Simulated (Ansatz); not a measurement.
**CH₈BNOSi: small, medium and large basis sets**

The task here is to estimate one member of a computed series from the others.

Method: one geometry, several basis sets; program: Ansatz 0.2.0, Gaussian basis.

The runs, in order: PBE0-D4/def2-SVP; ωB97M-V/def2-SVP; PBE0-D4/def2-QZVPP; ωB97M-V/def2-QZVPP; the functionals' def2-TZVPP values are taken from earlier runs.

## The relaxed structure

All runs share one geometry, relaxed beforehand with PBE0-D4 in a triple-zeta def2 set.

SMILES `CB(N)O[SiH3]`, 13 atoms, charge 0, spin multiplicity 1.

Atoms are counted from 1 here; the program's logs count them from 0.

Bond lengths: C1–B2 1.576 Å, C1–H6 1.095 Å, C1–H7 1.092 Å, C1–H8 1.095 Å, B2–N3 1.401 Å, B2–O4 1.382 Å, N3–H9 1.005 Å, N3–H10 1.003 Å, O4–Si5 1.638 Å, Si5–H11 1.488 Å, Si5–H12 1.483 Å, Si5–H13 1.488 Å. Angles: B2–C1–H6 110.8°, B2–C1–H7 113.5°, B2–C1–H8 110.8°, H6–C1–H7 107.6°, H6–C1–H8 106.2°, H7–C1–H8 107.6°, C1–B2–N3 122.1°, C1–B2–O4 121.2°, N3–B2–O4 116.7°, B2–N3–H9 122.2°, B2–N3–H10 123.2°, H9–N3–H10 114.7°, B2–O4–Si5 132.9°, O4–Si5–H11 111.1°, O4–Si5–H12 107.5°, O4–Si5–H13 111.1°, H11–Si5–H12 109.3°, H11–Si5–H13 108.5° and more.

Set-up of the first run:

File in.yaml:

```yaml
crystal:
  periodic: [false, false, false]
  atoms:
    - {symbol: C, position_ang: [0.020866, 1.328968, -0.696348]}
    - {symbol: B, position_ang: [-0.272962, -0.219672, -0.669502]}
    - {symbol: N, position_ang: [-0.791529, -0.898791, -1.780061]}
    - {symbol: O, position_ang: [-0.029015, -0.975401, 0.461497]}
    - {symbol: Si, position_ang: [0.557653, -0.603596, 1.944849]}
    - {symbol: H, position_ang: [1.076012, 1.528357, -0.480339]}
    - {symbol: H, position_ang: [-0.214970, 1.800996, -1.652155]}
    - {symbol: H, position_ang: [-0.553818, 1.846922, 0.079049]}
    - {symbol: H, position_ang: [-0.980169, -1.886204, -1.763288]}
    - {symbol: H, position_ang: [-1.004134, -0.446583, -2.649687]}
    - {symbol: H, position_ang: [-0.310526, 0.391609, 2.630507]}
    - {symbol: H, position_ang: [0.588871, -1.856089, 2.737736]}
    - {symbol: H, position_ang: [1.933921, -0.045313, 1.852541]}
basis:
  gaussian: {orbitals: def2-SVP}
hamiltonian: {xc: pbe0, dispersion: d4}
output: {orbitals: {seedname: orbitals}}
```

Among the steps run: PBE0-D4 in def2-SVP; ωB97M-V in def2-SVP; PBE0-D4 in def2-QZVPP; ωB97M-V in def2-QZVPP.

One of the session's tables, all rows but one given; the rest of the session is left out.

It belongs to the step «Functionals by basis». 

```
functional       basis  HOMO (eV)  LUMO (eV)
   PBE0-D4    def2-SVP          ?          ?
   PBE0-D4  def2-TZVPP      -7.78       0.38
   PBE0-D4  def2-QZVPP      -7.81       0.17
   ωB97M-V    def2-SVP      -9.95       2.83
   ωB97M-V  def2-TZVPP     -10.16       1.85
   ωB97M-V  def2-QZVPP     -10.18       1.40
```

Estimate the missing values for PBE0-D4, def2-SVP.

The run gave: HOMO (eV): -7.59; LUMO (eV): 1.02. In the column «HOMO (eV)» it is the highest.
